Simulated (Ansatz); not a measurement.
Al2O3, space group P-6m2, a convergence test of the plane-wave cutoff

Computed with Ansatz 0.2.0 through its Python package.

At the Python prompt:
```pycon
>>> import warnings
>>> import ansatz as az
>>> warnings.simplefilter('ignore', az.DeckWarning)
>>> xtal = (
...     az.Lattice.of((2.88432495, 0.0, 0.0), (-1.44216247, 2.49789868, 0.0), (0.0, 0.0, 9.33675446))
...     .atom('Al', (0.0, 0.0, 0.14999233))
...     .atom('Al', (0.0, 0.0, 0.85000767))
...     .atom('O', (1 / 3, 2 / 3, 0.22231692))
...     .atom('O', (2 / 3, 1 / 3, 0.0))
...     .atom('O', (1 / 3, 2 / 3, 0.77768308))
... )
>>> [site.symbol for site in xtal.resolved().sites]
['Al', 'Al', 'O', 'O', 'O']
>>> model = (
...     xtal.calculation()
...     .kpoints(12, 12, 4)
...     .functional('lda')
...     .occupations('fixed')
...     .stress()
... )
>>> rows = []
>>> for value in [250, 300, 350, 400, 450, 500]:
...     rep = model.basis(value).run().report
...     rows.append((value, rep['free_energy_ev'] / len(rep['lattice']['sites']), rep['n_iterations'], sum(rep['stress_gpa'][i][i] for i in range(3)) / 3, rep['n_pw']))
...
>>> print(' cutoff (eV)   F/atom (eV)    iterations       P (GPa)   plane waves')
 cutoff (eV)   F/atom (eV)    iterations       P (GPa)   plane waves
>>> for row in rows:
...     print(f'{str(row[0]):>12s}  {row[1]:12.5f}  {row[2]:12d}  {row[3]:12.3f}  {row[4]:12d}')
...
         250    -538.49243             9        -5.673           613
         300    -539.38453             8        -7.042           753
         350    -539.63354             7        -6.967          1019
         400    -539.69137             7        -6.977          1243
         450    -539.70161             7        -6.963          1401
         500    -539.70273             7        -6.954          1679
>>> # the last row is the reference
>>> for row in rows[:-1]:
...     shift = 1000 * (row[1] - rows[-1][1])
...     print(f'{row[0]}: {shift:+.2f} meV/atom' + ('  (within 5 meV)' if abs(shift) < 5 else ''))
...
250: +1210.30 meV/atom
300: +318.20 meV/atom
350: +69.19 meV/atom
400: +11.36 meV/atom
450: +1.12 meV/atom  (within 5 meV)
```

From 450 eV on it stays within 5 meV an atom of the value at 500 eV; the first row (250 eV) is off by 1210.3 meV and the last but one by 1.12 meV. The energy falls steadily, as expected when plane waves are added. The pressure moves from -5.67 to -6.95 GPa (the program's stress holds a Pulay correction, so it settles early). The last run costs about 2.1 times the first.

Pressure is positive in compression. The structure comes from a database of computed cells and needn't be a stable or known phase. Shifts are counted from the last row, which is itself no proven limit. The script silences the warnings on its input, which a real study should read. The whole script took 28 s on 1 thread of Arm Neoverse V2 (shared host), peak memory 0.43 GiB.
